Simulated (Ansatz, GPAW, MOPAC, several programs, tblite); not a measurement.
# PbSeS (a single layer): cheap methods against density-functional theory

How much accuracy does each second buy? PbSeS as a single layer in vacuum is computed with 8 methods, from the cheapest up to r2SCAN.

Computed with MOPAC, tblite, GPAW, Ansatz (versions at each run) (no spin polarisation, static lattice; gaps from single points on the cell relaxed beforehand with r²SCAN, unless a step's input says otherwise).

### Step 1. Starting point

The structure is trigonal, space group P3m1 (No. 156). The conventional cell has a = 3.802 Å, b = 3.802 Å, c = 30.603 Å, α = 90.00°, β = 90.00°, γ = 120.00°. Around Pb (site symmetry 3m) lie 3 S at 2.73 Å and 3 Se at 2.86 Å. S (site symmetry 3m) has 3 Pb at 2.73 Å as nearest neighbours. Se (site symmetry 3m) has 3 Pb at 2.86 Å as nearest neighbours.

As a file:

```
Pb S Se
1.0
     3.80243    0.00000    0.00000
    -1.90122    3.29301    0.00000
     0.00000    0.00000   30.60343
Pb S Se
1 1 1
Direct
  0.33333 0.66667 0.29637
  0.66667 0.33333 0.34949
  0.66667 0.33333 0.23639
```

The cell holds a single layer (2H monolayer (Janus)) with vacuum along c; the form is built, and need not be the compound's stable one.

**Question.** The methods are PM6, PM7, GFN1-xTB (tblite), GFN2-xTB (tblite), PBE/single-zeta, coarse PBE, PBE, r2SCAN. What gap does r2SCAN give on this cell, and which other methods (full PBE left aside) come nearest to r2SCAN and farthest in gap?

| quantity | value |
| --- | --- |
| r2SCAN | no gap |
| gap: nearest and farthest of the other methods | GFN2-xTB (tblite), PBE/single-zeta, coarse PBE (about 0.00 eV off); PM7 (+4.61 eV) |

In words: For the gap (full PBE left aside), GFN2-xTB (tblite), PBE/single-zeta, coarse PBE tie for nearest to r2SCAN; PM7 is farthest. A minimal basis or a coarse cutoff and mesh shifts results by its own error, so closeness to r2SCAN can be chance. Cluster runs see only the k-points that fold onto the zone centre, so their gaps can miss the band edges. Overlaps count as a gap of zero in the misses; they are PBE/single-zeta -0.20, coarse PBE -0.31, PBE -0.30, r2SCAN -0.21 eV. CPU times run from 0.87 s (PM7) to 58 s (r2SCAN). PM6, PM7, GFN1-xTB (tblite) disagree with r2SCAN even on whether there is a gap. Semilocal functionals can close a small real gap, so r2SCAN's «no gap» may be its own error. r2SCAN is a yardstick, not the truth. Spin-orbit coupling is left out throughout.
